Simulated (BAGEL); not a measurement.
# GeH2Cl2O (SMILES [OH][GeH]([Cl])[Cl]): B3LYP/cc-pVDZ (density fitting with qzvpp-jkfit)

Aim: the energy change on altering one bond length of GeH2Cl2O at B3LYP/cc-pVDZ (density fitting with qzvpp-jkfit), from 2 runs. 

The calculation is run with BAGEL 1.2.2.

3 further runs of the same task are left out: 3 that didn't finish.

### Step 1. The molecule

GeH2Cl2O: 6 atoms, total charge 0, spin state singlet. As SMILES, `[OH][GeH]([Cl])[Cl]`. The shape is that of a PBE0-D4/def2-TZVP optimisation. This is one conformer, not always the lowest.

Bond lengths: O1–Ge2 1.752 Å, Ge2–Cl3 2.137 Å, Ge2–Cl4 2.137 Å, O1–H5 0.961 Å, Ge2–H6 1.521 Å. Angles: O1–Ge2–Cl3 109.7°, O1–Ge2–Cl4 109.7°, Cl3–Ge2–Cl4 106.8°, O1–Ge2–H6 108.2°, Cl3–Ge2–H6 111.2°, Cl4–Ge2–H6 111.3°, Ge2–O1–H5 113.6°.

### Step 2. The energy at B3LYP/cc-pVDZ (density fitting with qzvpp-jkfit)

Contents of input.json:

```json
{ "bagel": [

{
  "title": "molecule",
  "basis": "cc-pvdz.json",
  "df_basis": "qzvpp-jkfit",
  "angstrom": true,
  "geometry": [
    { "atom": "O", "xyz": [      -0.161000,       1.291000,      -0.614200 ] },
    { "atom": "Ge", "xyz": [      -0.065400,      -0.148800,       0.378900 ] },
    { "atom": "Cl", "xyz": [       1.948500,      -0.862600,       0.421700 ] },
    { "atom": "Cl", "xyz": [      -1.252400,      -1.700600,      -0.487400 ] },
    { "atom": "H", "xyz": [       0.126400,       1.152000,      -1.521000 ] },
    { "atom": "H", "xyz": [      -0.554000,       0.204900,       1.775700 ] }
  ]
},

{ "title": "ks", "xc_func": "b3lyp" },

{ "title": "print", "file": "orbitals.molden", "orbitals": true }

]}
```

The basis set cc-pVDZ is read from a file made from the Basis Set Exchange's data (not shown).

On the command line:

```sh
$ BAGEL_NUM_THREADS=1 BAGEL input.json > input.out
```

What it wrote:

```text
* using 1 threads per process

  ===============================================================
  ===============================================================

  *** Geometry ***

  { "atom" : "O", "xyz" : [     -0.304246,      2.439636,     -1.160670 ] },
  { "atom" : "Ge", "xyz" : [     -0.123588,     -0.281191,      0.716017 ] },
  { "atom" : "Cl", "xyz" : [      3.682131,     -1.630078,      0.796898 ] },
  { "atom" : "Cl", "xyz" : [     -2.366693,     -3.213668,     -0.921053 ] },
  { "atom" : "H", "xyz" : [      0.238861,      2.176964,     -2.874273 ] },
  { "atom" : "H", "xyz" : [     -1.046908,      0.387205,      3.355587 ] },

  Number of auxiliary basis functions:      635

  Since a DF basis is specified, we compute 2- and 3-index integrals:
    o Being stored without compression. Storage requirement is 0.038 GB

  Number of basis functions:       87
  Number of electrons      :       76

    * METHOD: MOLECULE                             0.48

  *** Kohn-Sham DFT ***

    * Removing 10991 points whose weight is below 1.00e-10
    * Grid points: 78445

  === Nuclear Repulsion ===
   472.3860354439

       - DIIS with orbital gradients will be used.

  === KS iteration (b3lyp / cc-pvdz.json) ===
      0      -3044.48057493          0.11225062           0.87
      1      -2949.39931441          0.22152706           0.46
      2      -3036.56841098          0.09664749           0.44
      3      -3063.44165296          0.09218840           0.42
      4      -3072.24365941          0.04997432           0.44
      5      -3070.63835350          0.05460448           0.41
      6      -3072.83913551          0.04042183           0.42
      7      -3073.37780827          0.02919966           0.44
      8      -3073.90855688          0.01022955           0.42
      9      -3073.96174636          0.00551600           0.41
     10      -3073.98615238          0.00092505           0.40
     11      -3073.98714893          0.00030723           0.42
     12      -3073.98727279          0.00005390           0.50
     13      -3073.98727579          0.00000708           0.47
     14      -3073.98727582          0.00000306           0.44
     15      -3073.98727583          0.00000059           0.47
     16      -3073.98727583          0.00000031           0.42
     17      -3073.98727583          0.00000014           0.48
     18      -3073.98727583          0.00000003           0.46
     19      -3073.98727583          0.00000001           0.46
    * SCF iteration converged.

    * Permanent dipole moment:
           (    0.066609,    -0.299607,     0.054577) a.u.

    * METHOD: KS                                   9.79

    * METHOD: PRINT                                0.01

  ===============================================================
```

Run time: 11 s. Hardware: 1 thread of Intel Xeon 6975P-C (Granite Rapids), shared host; peak memory 0.41 GiB.

### Step 3. The distorted shape

Contents of input.json:

```json
{ "bagel": [

{
  "title": "molecule",
  "basis": "cc-pvdz.json",
  "df_basis": "qzvpp-jkfit",
  "angstrom": true,
  "geometry": [
    { "atom": "O", "xyz": [   -1.167923,    1.647890,   -0.635599 ] },
    { "atom": "Ge", "xyz": [   -1.072323,    0.208090,    0.357501 ] },
    { "atom": "Cl", "xyz": [    1.948500,   -0.862600,    0.421700 ] },
    { "atom": "Cl", "xyz": [   -2.259323,   -1.343710,   -0.508799 ] },
    { "atom": "H", "xyz": [   -0.880523,    1.508890,   -1.542399 ] },
    { "atom": "H", "xyz": [   -1.560923,    0.561790,    1.754301 ] }
  ]
},
{ "title": "ks", "xc_func": "b3lyp" },
{ "title": "print", "file": "orbitals.molden", "orbitals": true }

]}
```

The basis set cc-pVDZ is read from a file made from the Basis Set Exchange's data (not shown).

On the command line:

```sh
$ BAGEL_NUM_THREADS=1 BAGEL input.json > input.out
```

What it wrote:

```text
* using 1 threads per process

  ===============================================================
  ===============================================================

  *** Geometry ***

  { "atom" : "O", "xyz" : [     -2.207055,      3.114061,     -1.201108 ] },
  { "atom" : "Ge", "xyz" : [     -2.026397,      0.393233,      0.675579 ] },
  { "atom" : "Cl", "xyz" : [      3.682131,     -1.630078,      0.796898 ] },
  { "atom" : "Cl", "xyz" : [     -4.269502,     -2.539244,     -0.961491 ] },
  { "atom" : "H", "xyz" : [     -1.663947,      2.851389,     -2.914712 ] },
  { "atom" : "H", "xyz" : [     -2.949717,      1.061629,      3.315148 ] },

  Number of auxiliary basis functions:      635

  Since a DF basis is specified, we compute 2- and 3-index integrals:
    o Being stored without compression. Storage requirement is 0.038 GB

  Number of basis functions:       87
  Number of electrons      :       76

    * METHOD: MOLECULE                             0.46

  *** Kohn-Sham DFT ***

    * Removing 10035 points whose weight is below 1.00e-10
    * Grid points: 79401

  === Nuclear Repulsion ===
   411.7334746978

       - DIIS with orbital gradients will be used.

  === KS iteration (b3lyp / cc-pvdz.json) ===
      0      -3033.86817486          0.12496497           0.45
      1      -2896.02559468          0.16833820           0.49
      2      -2864.93077418          0.11516150           0.48
      3      -2978.41451788          0.05766098           0.49
      4      -3043.70942770          0.09869726           0.44
      5      -3047.97007221          0.08139046           0.49
      6      -3049.19473754          0.07764683           0.52
      7      -3050.99687908          0.07189200           0.51
      8      -3050.12466980          0.07741097           0.45
      9      -2955.94000841          0.12338119           0.48
     10      -3065.88627422          0.09155532           0.47
     11      -3072.84446817          0.03129429           0.46
     12      -3073.40457943          0.02497374           0.49
     13      -3073.84199704          0.00704413           0.41
     14      -3073.62995905          0.01285265           0.43
     15      -3073.90123770          0.00120303           0.42
     16      -3073.90230186          0.00048680           0.40
     17      -3073.90251052          0.00016363           0.41
     18      -3073.90254904          0.00003157           0.51
     19      -3073.90254972          0.00002185           0.50
     20      -3073.90255004          0.00001459           0.48
     21      -3073.90255025          0.00000110           0.41
     22      -3073.90255026          0.00000052           0.40
     23      -3073.90255026          0.00000019           0.40
     24      -3073.90255026          0.00000012           0.47
     25      -3073.90255026          0.00000008           0.48
     26      -3073.90255026          0.00000003           0.47
     27      -3073.90255026          0.00000002           0.48
     28      -3073.90255026          0.00000001           0.52
    * SCF iteration converged.

    * Permanent dipole moment:
           (    1.730047,    -0.804228,     0.211040) a.u.

    * METHOD: KS                                  13.86

    * METHOD: PRINT                                0.01

  ===============================================================
```

It took 16 s on 1 thread of Intel Xeon 6975P-C (Granite Rapids), shared host; peak memory 0.41 GiB.

### Step 4. Summary of results

At B3LYP/cc-pVDZ (density fitting with qzvpp-jkfit):

| quantity | value |
| --- | --- |
| first shape: total energy | -3073.98728 Eh |
| first shape: dipole moment | 0.79 D |
| first shape: HOMO energy | -8.74 eV |
| first shape: LUMO energy | -0.95 eV |
| first shape: HOMO–LUMO gap | 7.78 eV |
| distorted shape: total energy | -3073.90255 Eh |
| distorted shape: dipole moment | 4.88 D |
| distorted shape: HOMO energy | -7.20 eV |
| distorted shape: LUMO energy | -4.52 eV |
| distorted shape: HOMO–LUMO gap | 2.68 eV |
| energy change with the Ge2–Cl3 bond stretched from 2.137 to 3.206 Å | 2.306 eV |

**Reading.** With the Ge2–Cl3 bond stretched from 2.137 to 3.206 Å the energy rises by 2.31 eV (222 kJ/mol). The first shape isn't relaxed at this level, so the change isn't measured from a minimum. A restricted reference can't describe the breaking bond well at this length.
